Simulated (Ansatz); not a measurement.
# Ta3PbO: the cost of one run

Computed with Ansatz 0.2.0 (DFT PBE, scalar-relativistic, plane waves, PAW, unless a step's input says otherwise).

**1. The structure to begin with**

It takes space group P4/mmm (No. 123, tetragonal). Conventional cell: a = 4.653 Å, b = 4.653 Å, c = 5.151 Å, α = 90.00°, β = 90.00°, γ = 90.00°. Around Ta (site symmetry mmm) lie 2 Pb at 2.33 Å and 2 O at 2.33 Å. Around Ta (site symmetry 4/mmm) lie 2 Pb at 2.58 Å. Around Pb (site symmetry 4/mmm) lie 6 Ta at 2.33 to 2.58 Å. O (site symmetry 4/mmm) is surrounded by 4 Ta at 2.33 Å.

As a file:

```cif
data_structure
_symmetry_space_group_name_H-M 'P4/mmm'
_symmetry_Int_Tables_number 123
_cell_length_a 4.6534
_cell_length_b 4.6534
_cell_length_c 5.1515
_cell_angle_alpha 90.000
_cell_angle_beta 90.000
_cell_angle_gamma 90.000
_cell_volume 111.55
loop_
_atom_site_label
_atom_site_type_symbol
_atom_site_symmetry_multiplicity
_atom_site_Wyckoff_symbol
_atom_site_fract_x
_atom_site_fract_y
_atom_site_fract_z
_atom_site_occupancy
Ta1 Ta 2 e 0.00000 0.50000 0.50000 1
Ta2 Ta 1 c 0.50000 0.50000 0.00000 1
Pb1 Pb 1 d 0.50000 0.50000 0.50000 1
O1 O 1 b 0.00000 0.00000 0.50000 1
```

Recipe of the guess: random cell by space group and Wyckoff sites (P4/mmm, No. 123). The dimensions are guesses.

**2. The guess as it stands, on a coarse mesh**

input.yaml reads:

```yaml
crystal:
  lattice:
    - [4.65335083, 0.0, 0.0]
    - [0.0, 4.65335083, 0.0]
    - [0.0, 0.0, 5.15145632]
  atoms:
    - { symbol: Ta, position: [0.0, 0.5, 0.5] }
    - { symbol: Ta, position: [0.5, 0.0, 0.5] }
    - { symbol: Ta, position: [0.5, 0.5, 0.0] }
    - { symbol: Pb, position: [0.5, 0.5, 0.5] }
    - { symbol: O, position: [0.0, 0.0, 0.5] }
basis:
  ecutwfc: 420
kpoints:
  mp_grid: { grid: [4, 4, 4] }
hamiltonian:
  xc: pbe
scf:
  occupations: { method: gaussian, width: 0.1 }
  lower_state_search: "off"
output:
  forces: true
  stress: true
  eigenvalues: true
```

Launch:

```
$ ansatz run input.yaml --threads 1 --pin off --max-ram 2560MiB --backend cpu --events-out ev --progress --plain --runs-dir out
```

**Question.** How long does this run take on 1 thread of Intel Xeon Platinum 8259CL at 2.50GHz (Skylake/Cascade Lake), shared host, and how much memory does it need?

About 6.4 s, with a peak of 0.46 GiB.
